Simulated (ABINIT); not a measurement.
Input of an ABINIT 10.8.3 (patched build) run:

File run.abi:

```
ndtset 3

pp_dirpath "./"
pseudos "Co.LDA_PW-JTH.xml, O.LDA_PW-JTH.xml"

acell 3*1.0 Angstrom
rprim
     3.1978581400     0.0000000000     0.0000000000
     0.0000000000     3.1978581400     0.0000000000
     0.0000000000     0.0000000000     4.6822750500
ntypat 2
znucl 27 8
natom 4
typat 1 1 2 2
xred
            0.0            0.0            0.0
            1/2            1/2            0.0
            1/2            0.0   0.2670000000
            0.0            1/2   0.7330000000

ecut 22.0
pawecutdg 44.0

kptopt 2
ngkpt 4 4 3
nshiftk 1
shiftk 0.0 0.0 0.0

ixc 1

nband 29
occopt 3
tsmear 0.05 eV

nsppol 2
spinat
     0.0000000000     0.0000000000     2.0000000000
     0.0000000000     0.0000000000     2.0000000000
     0.0000000000     0.0000000000     0.0000000000
     0.0000000000     0.0000000000     0.0000000000
nsym 1

usepawu 1
lpawu 2 -1
upawu 4.0 0.0 eV
jpawu 0.0 0.0 eV
dmatpuopt 3

nstep 120
tolvrs 1.0e-9

prteig 0
prtebands 0
prtden 0
prtwf 0

irdwfk 1
macro_uj 1
pawujat 1
pawujv1 -0.1 eV
pawujv2 0.05 eV
pawujv3 0.1 eV
```

The input gs.abi:

```
pp_dirpath "./"
pseudos "Co.LDA_PW-JTH.xml, O.LDA_PW-JTH.xml"

acell 3*1.0 Angstrom
rprim
     3.1978581400     0.0000000000     0.0000000000
     0.0000000000     3.1978581400     0.0000000000
     0.0000000000     0.0000000000     4.6822750500
ntypat 2
znucl 27 8
natom 4
typat 1 1 2 2
xred
            0.0            0.0            0.0
            1/2            1/2            0.0
            1/2            0.0   0.2670000000
            0.0            1/2   0.7330000000

ecut 22.0
pawecutdg 44.0

kptopt 2
ngkpt 4 4 3
nshiftk 1
shiftk 0.0 0.0 0.0

ixc 1

nband 29
occopt 3
tsmear 0.05 eV

nsppol 2
spinat
     0.0000000000     0.0000000000     2.0000000000
     0.0000000000     0.0000000000     2.0000000000
     0.0000000000     0.0000000000     0.0000000000
     0.0000000000     0.0000000000     0.0000000000
nsym 1

usepawu 1
lpawu 2 -1
upawu 4.0 0.0 eV
jpawu 0.0 0.0 eV
dmatpuopt 3

nstep 120
tolvrs 1.0e-9

prteig 0
prtebands 0
prtden 0
```

Potentials or basis: JTH PAW LDA v2.0.

Launch:

```sh
$ abinit gs.abi > log 2>&1
$ ln -s gso_WFK runi_DS1_WFK
$ ln -s gso_WFK runi_DS2_WFK
$ ln -s gso_WFK runi_DS3_WFK
$ abinit run.abi > log 2>&1
$ lruj runo_DS1_LRUJ.nc runo_DS2_LRUJ.nc runo_DS3_LRUJ.nc > lruj.log 2>&1
```

Problem. What does it give for the Hubbard U from linear response?

Solution. 5.26 eV.

Problem. What does it give for the band gap on the k mesh?

Solution. None (metal or under the smearing width).

Problem. What does it give for the site moments?

Solution. Co +2.54; O +0.40 μB.

Problem. What does it give for the net moment?

Solution. 6.00 μB per cell.

Forces in eV/Å, atoms in the order of the input:
```
Co   0.000  0.000  0.000
Co   0.000  0.000  0.000
O    0.000  0.000 -2.012
O    0.000  0.000  2.012
```

Caveat: the k mesh is coarse (spacing up to 0.49 Å⁻¹), so the values aren't converged; the shifted atom has its images in every cell, so this scalar value isn't converged in cell size and belongs to these projectors alone; forces of over 1 eV/Å show positions far from the minimum, so gaps and moduli don't describe the material at rest. The state reached can hang on the start; a lower one may exist.
